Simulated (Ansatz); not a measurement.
# LiBe: the cost of one run

Program: Ansatz 0.2.0. Level of theory: DFT PBEsol, scalar-relativistic, plane waves, PAW. These are calculated values, not measurements.

1 further run of the same task is left out (it didn't finish).

## Step 1: The starting structure

The structure is monoclinic, space group P2_1/m (No. 11). Conventional cell: a = 2.296 Å, b = 3.613 Å, c = 5.528 Å, α = 90.00°, β = 94.17°, γ = 90.00°. Li (site symmetry m) has 4 Li at 2.30 to 2.67 Å and 5 Be at 2.33 to 2.65 Å as nearest neighbours. Be (site symmetry m) is surrounded by 6 Be at 2.28 to 2.32 Å and 5 Li at 2.33 to 2.65 Å.

As a file:

```xyz
4
Lattice="2.2960 0.0000 0.0000 0.0000 3.6128 0.0000 -0.4017 0.0000 5.5135" Properties=species:S:1:pos:R:3 pbc="T T T"
Li    1.6296    0.9032    0.8538
Li    0.2647    2.7096    4.6597
Be    1.5053    0.9032    3.1767
Be    0.3890    2.7096    2.3368
```

The structure comes from the Materials Project (structure only).

## Step 2: A single atom displaced

Against the listed cell: atom 2 (Li) moved by 0.04 Å.

input.yaml

```yaml
crystal:
  lattice:
    - [2.2959861536, 0.0, 0.0]
    - [0.0, 3.61277298, 0.0]
    - [-0.4017425219, 0.0, 5.5135259934]
  atoms:
    - { symbol: Li, position: [0.73684756, 0.25, 0.15485774] }
    - { symbol: Li, position: [0.2827518613, 0.75, 0.84514226] }
    - { symbol: Be, position: [0.75641808, 0.25, 0.57617164] }
    - { symbol: Be, position: [0.24358192, 0.75, 0.42382836] }
basis:
  ecutwfc: 420
kpoints:
  mp_grid: { grid: [18, 12, 8] }
hamiltonian:
  xc: pbesol
scf:
  occupations: { method: gaussian, width: 0.1 }
output:
  forces: true
  stress: true
  eigenvalues: true
```

Command:

```bash
$ ansatz run input.yaml --threads 1 --pin off --max-ram 1331MiB --backend cpu --events-out ev --progress --plain --runs-dir out
```

What time and memory should one allow on 1 thread of an x86-64 CPU, shared host?

About 36 s, with a peak of 0.59 GiB.
